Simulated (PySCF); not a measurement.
# C4H9B: the cost of one run

The runs use PySCF 2.14.0, with density-fitted response routines of our own; the level of theory stands in each step. All values are computed, except where a source is named. Atoms count from 0, in the outputs and in this text.

### 1 Starting geometry

14 atoms, charge 0, multiplicity 1; geometry from: GFN2-xTB. The atoms were then displaced at random by about 0.01 Å, so the start is not that level's minimum.

Bonds of the start (Å): C0–C1 1.35, C1–B2 1.56, B2–C3 1.53, C3–C4 1.56, C0–H5 1.05, C0–H6 1.09, C1–H7 1.08, B2–H8 1.19, C3–H9 1.08, C3–H10 1.11, C4–H11 1.09, C4–H12 1.09, C4–H13 1.09.

### 2 Relaxing the molecule at PBE0-D3(BJ)/def2-SVP

What the job is given:

```
{"job": {"xc": "PBE0", "basis": "def2-SVP", "d3": "d3bj", "grid": 1, "shake": 0.01, "kind": "geom"}, "charge": 0, "multiplicity": 1}
C      2.797810     0.365800     0.543340
C      1.688580    -0.151970    -0.023090
B      0.226960     0.325100     0.255430
C     -0.920990    -0.415290    -0.437160
C     -2.350920     0.159400    -0.210590
H      3.777210     0.054790     0.328970
H      2.706710     1.204910     1.240600
H      1.873080    -0.961440    -0.720070
H      0.065600     1.227230     1.018770
H     -0.777260    -0.481510    -1.502300
H     -0.960770    -1.463190    -0.086290
H     -2.395580     1.186280    -0.569420
H     -2.609070     0.195850     0.852620
H     -3.128520    -0.420950    -0.698570
```

Started as:

```console
> OMP_NUM_THREADS=1 python probes_run.py task.json out
```

This one command runs all jobs of the session in turn.

Q: Estimate the wall time and peak memory of this first job on 1 thread of Arm Neoverse V1, shared host.

About 33 s, with a peak of 0.48 GiB.
